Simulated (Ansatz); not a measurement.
# 2 structures of GaGe3: ranking of polymorphs by energy

Which structure of GaGe3 is lowest? Wanted for 2 structures of GaGe3: a ranking of polymorphs by energy.

Program: Ansatz 0.2.0, driven from Python. Level of theory: DFT PBE, plane waves, PAW. These are calculated values, not measurements.

### 1 The system

GaGe3 Pm-3m: The structure is cubic, space group Pm-3m (No. 221). The conventional cell has a = 4.278 Å, b = 4.278 Å, c = 4.278 Å, α = 90.00°, β = 90.00°, γ = 90.00°. Ga (site symmetry m-3m) has 12 Ge at 3.03 Å as nearest neighbours. Ge (site symmetry 4/mmm) has 4 Ga at 3.03 Å and 8 Ge at 3.03 Å as nearest neighbours.

GaGe3 Fm-3m: Symmetry: Fm-3m, No. 225, cubic system. Conventional cell: a = 6.774 Å, b = 6.774 Å, c = 6.774 Å, α = 90.00°, β = 90.00°, γ = 90.00°. Around Ga (site symmetry m-3m) lie 8 Ge at 2.93 Å. Ge (site symmetry -43m) is surrounded by 4 Ga at 2.93 Å and 4 Ge at 2.93 Å. Ge (site symmetry m-3m) is surrounded by 8 Ge at 2.93 Å.

The script holds or builds the structure itself.

### 2 The script

Input file run_polymorphs.py:

```python
"""Polymorphs of GaGe3, after relaxing cells and atoms."""

import ansatz as az
import numpy as np
import spglib

FUNCTIONAL = "pbe"
ECUT = 420
KSPACING = 0.16
OCCUPATIONS = "fermi_dirac"
WIDTH_EV = 0.1

PHASES = {
    "Pm-3m": (
        [(4.278466, 0.0, 0.0), (0.0, 4.278466, 0.0), (0.0, 0.0, 4.278466)],
        [
            ("Ga", (0.0, 0.0, 0.0)),
            ("Ge", (0.0, 0.5, 0.5)),
            ("Ge", (0.5, 0.0, 0.5)),
            ("Ge", (0.5, 0.5, 0.0)),
        ],
    ),
    "Fm-3m": (
        [(0.0, 3.387167, 3.387167), (3.387167, 0.0, 3.387167), (3.387167, 3.387167, 0.0)],
        [
            ("Ga", (0.0, 0.0, 0.0)),
            ("Ge", (0.25, 0.25, 0.25)),
            ("Ge", (0.75, 0.75, 0.75)),
            ("Ge", (0.5, 0.5, 0.5)),
        ],
    ),
}


def build(vectors, sites):
    crystal = az.Crystal(lattice=az.Lattice.of(vectors))
    for symbol, position in sites:
        crystal = crystal.atom(symbol, position)
    return crystal


def run_phase(name, crystal):
    calc = (
        crystal.calculation()
        .functional(FUNCTIONAL)
        .basis(ECUT)
        .kpoints(spacing=KSPACING)
        .occupations(OCCUPATIONS, width=WIDTH_EV)
        .stress()
        .band_table()
    )
    calc = calc.relax(force_tolerance=0.01, max_steps=60, cell=True)
    return calc.run(threads=1)


def space_group(outcome):
    sites = outcome.report["lattice"]["sites"]
    kinds = sorted({site["symbol"] for site in sites})
    cell = (outcome.lattice.cell_ang, [site["position_frac"] for site in sites], [kinds.index(site["symbol"]) for site in sites])
    return spglib.get_spacegroup(cell, symprec=0.01)


def volume_per_atom(outcome):
    return abs(np.linalg.det(outcome.lattice.cell_ang)) / len(outcome.lattice.sites)


def pressure_gpa(outcome):
    return float(np.trace(outcome.report["stress_gpa"]) / 3)

phases = {name: build(*cell) for name, cell in PHASES.items()}

done = {}
for name, crystal in phases.items():
    try:
        done[name] = run_phase(name, crystal)
    except az.NonConvergedError as error:
        print(name, "did not converge:", str(error)[:120])

energy = {name: o.report["energy_sigma0_ev"] / len(o.lattice.sites) for name, o in done.items()}
lowest = min(energy.values())
rows = [(name, len(o.lattice.sites), 1000 * (energy[name] - lowest), space_group(o), volume_per_atom(o), pressure_gpa(o)) for name, o in done.items()]
rows.sort(key=lambda row: row[2])
print("| phase | atoms | dE (meV/atom) | space group | V (A^3/atom) | P (GPa) |")
print("| --- | --- | --- | --- | --- | --- |")
for row in rows:
    print(f"| {row[0]} | {row[1]:d} | {row[2]:.1f} | {row[3]} | {row[4]:.3f} | {row[5]:.2f} |")
```

### 3 What the engine is handed

The package turns the script's settings into the engine's input (first run):

```yaml
crystal:
  lattice:
    - [4.278466, 0.0, 0.0]
    - [0.0, 4.278466, 0.0]
    - [0.0, 0.0, 4.278466]
  atoms:
    - { symbol: Ga, position: [0.0, 0.0, 0.0] }
    - { symbol: Ge, position: [0.0, 0.5, 0.5] }
    - { symbol: Ge, position: [0.5, 0.0, 0.5] }
    - { symbol: Ge, position: [0.5, 0.5, 0.0] }
basis:
  ecutwfc: 420.0
kpoints:
  mp_grid:
    kspacing: 0.16
hamiltonian:
  xc: pbe
scf:
  occupations:
    method: fermi_dirac
    width: 0.1
relax:
  f_tol: 0.01
  max_steps: 60
  cell: {}
output:
  stress: true
  eigenvalues: true
```

### 4 Running it

Command:

```sh
$ python run_polymorphs.py
```

Output:

```text
| phase | atoms | dE (meV/atom) | space group | V (A^3/atom) | P (GPa) |
| --- | --- | --- | --- | --- | --- |
| Pm-3m | 4 | 0.0 | Pm-3m (221) | 19.409 | -0.00 |
| Fm-3m | 4 | 19.5 | Fm-3m (225) | 19.264 | -0.00 |
```

Wall time 56 s (1 thread of Arm Neoverse V2, shared host); peak memory 0.54 GiB.

### 5 Inputs of later runs

The engine's inputs for the other runs:

Run 2, against run 1:

```diff
@@ -3,3 +3,3 @@
-    - [4.278466, 0.0, 0.0]
-    - [0.0, 4.278466, 0.0]
-    - [0.0, 0.0, 4.278466]
+    - [0.0, 3.387167, 3.387167]
+    - [3.387167, 0.0, 3.387167]
+    - [3.387167, 3.387167, 0.0]
@@ -8,3 +8,3 @@
-    - { symbol: Ge, position: [0.0, 0.5, 0.5] }
-    - { symbol: Ge, position: [0.5, 0.0, 0.5] }
-    - { symbol: Ge, position: [0.5, 0.5, 0.0] }
+    - { symbol: Ge, position: [0.25, 0.25, 0.25] }
+    - { symbol: Ge, position: [0.75, 0.75, 0.75] }
+    - { symbol: Ge, position: [0.5, 0.5, 0.5] }
```

### 6 The runs side by side

One row for each of the 2 runs:

```csv
run,space group at the end,energy from run 1 (meV/atom),final volume (Å³/atom),SCF cycles in all,CPU time (s)
1,Pm-3m,0.00,19.41,20,24
2,Fm-3m,19.49,19.26,20,31
```

Energies are extrapolated to zero smearing width, as in the script. 

### 7 How the relaxation of run 1 went

The steps of the relaxation:

```csv
step,energy from step 1 (eV/cell),largest force component (eV/Å),pressure (GPa),volume (Å³)
1,0.0000,0.0000,-0.52,78.32
2,-0.0012,0.0000,0.20,77.38
3,-0.0013,0.0000,0.00,77.64
4,-0.0011,0.0000,0.00,77.64
```

Step 1 is the start. Step 4 repeats the geometry before it on a plane-wave basis chosen anew for that cell, so its energy need not be comparable with the rows above.

|  | before | after | change |
| --- | --- | --- | --- |
| a (Å) | 4.278 | 4.266 | -0.3 % |
| b (Å) | 4.278 | 4.266 | -0.3 % |
| c (Å) | 4.278 | 4.266 | -0.3 % |
| volume (Å³/atom) | 19.58 | 19.41 | -0.9 % |
| shortest distance (Å) | 3.025 | 3.017 | -0.3 % |
| space group (0.01 Å) | Pm-3m | Pm-3m | same |

Forces and stress were held to the start's 48 operations: a distortion of lower symmetry was not tested.

### 8 How the relaxation of run 2 went

Relaxation path:

| step | energy from step 1 (eV/cell) | largest force component (eV/Å) | pressure (GPa) | volume (Å³) |
| --- | --- | --- | --- | --- |
| 1 | 0.0000 | 0.0000 | -0.49 | 77.72 |
| 2 | -0.0011 | 0.0000 | 0.17 | 76.83 |
| 3 | -0.0012 | 0.0000 | 0.00 | 77.06 |
| 4 | -0.0010 | 0.0000 | 0.00 | 77.06 |

Step 1 is the start. Step 4 repeats the geometry before it on a plane-wave basis chosen anew for that cell, so its energy need not be comparable with the rows above.

Lengths and angles in the start's conventional setting:

|  | before | after | change |
| --- | --- | --- | --- |
| a (Å) | 6.774 | 6.755 | -0.3 % |
| b (Å) | 6.774 | 6.755 | -0.3 % |
| c (Å) | 6.774 | 6.755 | -0.3 % |
| volume (Å³/atom) | 19.43 | 19.26 | -0.9 % |
| shortest distance (Å) | 2.933 | 2.925 | -0.3 % |
| space group (0.01 Å) | Fm-3m | Fm-3m | same |

Forces and stress were held to the start's 48 operations: a distortion of lower symmetry was not tested.

### 9 What came out

| quantity | value |
| --- | --- |
| runs compared | 2 |
| lowest | run 1 (Pm-3m) |
| next above it by | 19.5 meV/atom |
| moves of the relaxation of run 1 | 2 |
| energy gained in run 1 (ahead of the last change of basis) | 0.3 meV/atom |
| last largest force component of run 1 | 0.0000 eV/Å |
| relaxed conventional cell of run 1 | a = 4.266 Å, b = 4.266 Å, c = 4.266 Å, α = 90.00°, β = 90.00°, γ = 90.00° |
| space group at the end of run 1 | Pm-3m |
| moves of the relaxation of run 2 | 2 |
| energy gained in run 2 (ahead of the last change of basis) | 0.3 meV/atom |
| last largest force component of run 2 | 0.0000 eV/Å |
| relaxed conventional cell of run 2 | a = 6.755 Å, b = 6.755 Å, c = 6.755 Å, α = 90.00°, β = 90.00°, γ = 90.00° |
| space group at the end of run 2 | Fm-3m |

**Reading.** By space group at the end of each run: Pm-3m (+0 meV an atom, 19.4 Å³) and Fm-3m (+19 meV an atom, 19.3 Å³). In run 1, over 2 moves the cell shrank by 0.9 % in volume, and the space group stayed Pm-3m. In run 2, the volume shrank by 0.9 % over 2 moves, and the space group stayed Fm-3m. Pressure is positive in compression. The ranking holds among these structures alone, at zero temperature; the ground state may be another structure. Differences under 10 to 15 meV an atom lie within the error of mesh and functional. Whether this is the phase that is stable at ambient conditions was not tested.
